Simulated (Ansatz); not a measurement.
# CdAu: the cost of one run

Program: Ansatz 0.2.0. Level of theory: DFT r2SCAN, scalar-relativistic, plane waves, PAW. These are calculated values, not measurements.

1 further run of the same task is left out (set aside as unsound or not needed).

### 1 The structure to begin with

The structure is cubic, space group Pm-3m (No. 221). The conventional cell has a = 3.352 Å, b = 3.352 Å, c = 3.352 Å, α = 90.00°, β = 90.00°, γ = 90.00°. Around Cd (site symmetry m-3m) lie 8 Au at 2.90 Å. Au (site symmetry m-3m) is surrounded by 8 Cd at 2.90 Å.

Coordinates:

```xyz
2
Lattice="3.3521 0.0000 0.0000 0.0000 3.3521 0.0000 0.0000 0.0000 3.3521" Properties=species:S:1:pos:R:3 pbc="T T T"
Cd    1.6761    1.6761    1.6761
Au    0.0000    0.0000    0.0000
```

It is the result of an earlier relaxation at this level (volume 18.83 Å³/atom; gap on the mesh: none (metal)).

### 2 Bands, states and charges

input.yaml

```yaml
crystal:
  lattice:
    - [3.3521122972, 0.0, 0.0]
    - [0.0, 3.3521122972, 0.0]
    - [0.0, 0.0, 3.3521122972]
  atoms:
    - { symbol: Cd, position: [0.5, 0.5, 0.5] }
    - { symbol: Au, position: [0.0, 0.0, 0.0] }
basis:
  ecutwfc: 500
kpoints:
  mp_grid: { grid: [12, 12, 12] }
  band_path:
    path:
      - [[0.0, 0.0, 0.0], [0.0, 0.5, 0.0], [0.5, 0.5, 0.0], [0.0, 0.0, 0.0], [0.5, 0.5, 0.5], [0.0, 0.5, 0.0]]
      - [[0.5, 0.5, 0.5], [0.5, 0.5, 0.0]]
    npoints: 14
hamiltonian:
  xc: r2scan
scf:
  occupations: { method: gaussian, width: 0.1 }
  n_extra_bands: 6
output:
  forces: true
  stress: true
  eigenvalues: true
  populations: true
  dos: { projected: true, de: 0.02, nscf_kmesh: { grid: [18, 18, 18] } }
  bader: true
  write_density: true
  write_potential: true
  elf: true
  volumetric_format: npy
```

Command:

```bash
> ansatz run input.yaml --threads 1 --pin off --max-ram 2560MiB --backend cpu --events-out ev --progress --plain --runs-dir out
```

What time and memory should one allow on 1 thread of Arm Neoverse V1, shared host?

About 41 s, with a peak of 0.45 GiB.
